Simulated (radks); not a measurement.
**Polarisabilities and dispersion coefficients of Mg⁺, Al²⁺, Si³⁺ and others**

The task here is to estimate one member of a computed series from the others.

The numbers are computed with radks (a radial shooting solver on a logarithmic mesh, Libxc functionals) version 1 (scalar-relativistic Kohn-Sham, LDA (Slater exchange, Perdew-Wang correlation), spin-polarised, spherical densities, finite nucleus; open shells are filled with parallel spins first), except any that are marked as measured or tabulated.

## The atom as given

| Property | Result |
| --- | --- |
| species | Mg⁺ ([Ne] 3s1), Al²⁺ ([Ne] 3s1), Si³⁺ ([Ne] 3s1), P⁴⁺ ([Ne] 3s1), S⁵⁺ ([Ne] 3s1), Cl⁶⁺ ([Ne] 3s1), Ar⁷⁺ ([Ne] 3s1), K⁸⁺ ([Ne] 3s1) |

Set-up of the first run:

Input:

```text
Z 12
configuration [Ne] 3s1
relativity scalar-relativistic
functional lda,pw
spin polarised
nucleus finite rms 3.057 fm
c 137.035999084
response adiabatic LDA kernel
```

Among the steps run: Mg⁺, [Ne] 3s1; Al²⁺, [Ne] 3s1; Si³⁺, [Ne] 3s1; P⁴⁺, [Ne] 3s1; S⁵⁺, [Ne] 3s1; Cl⁶⁺, [Ne] 3s1; Ar⁷⁺, [Ne] 3s1; K⁸⁺, [Ne] 3s1.

One table of the session follows, with a row left open; its other results are not shown here.

| species | −ε(HOMO) (eV) | α (bohr³) | α uncoupled (bohr³) | C6 (hartree bohr⁶) | C8 (hartree bohr⁸) |
| --- | --- | --- | --- | --- | --- |
| Mg⁺ | 12.000 | 30.35 | 35.29 | 124.8 | 4313 |
| Al²⁺ | 24.585 | 12.49 | 14.72 | 32.20 | 632.6 |
| Si³⁺ | 40.509 | 6.556 | 7.769 | 11.89 | 154.0 |
| P⁴⁺ | ? | ? | ? | ? | ? |
| S⁵⁺ | 81.957 | 2.552 | 3.031 | 2.711 | 18.89 |
| Cl⁶⁺ | 107.39 | 1.759 | 2.088 | 1.504 | 8.177 |
| Ar⁷⁺ | 135.95 | 1.266 | 1.501 | 0.8913 | 3.886 |
| K⁸⁺ | 167.61 | 0.9421 | 1.115 | 0.5559 | 1.986 |

Q: Estimate the row for P⁴⁺ from the others.

As computed: −ε(HOMO) (eV): 59.652; α (bohr³): 3.923; α uncoupled (bohr³): 4.659; C6 (hartree bohr⁶): 5.335; C8 (hartree bohr⁸): 49.38. In the column «−ε(HOMO) (eV)» it lies between Si³⁺ (40.509) and S⁵⁺ (81.957).

In words: Uncoupled leaves out the potential induced by the response; C8 is given only where no p, d or f shell is open.
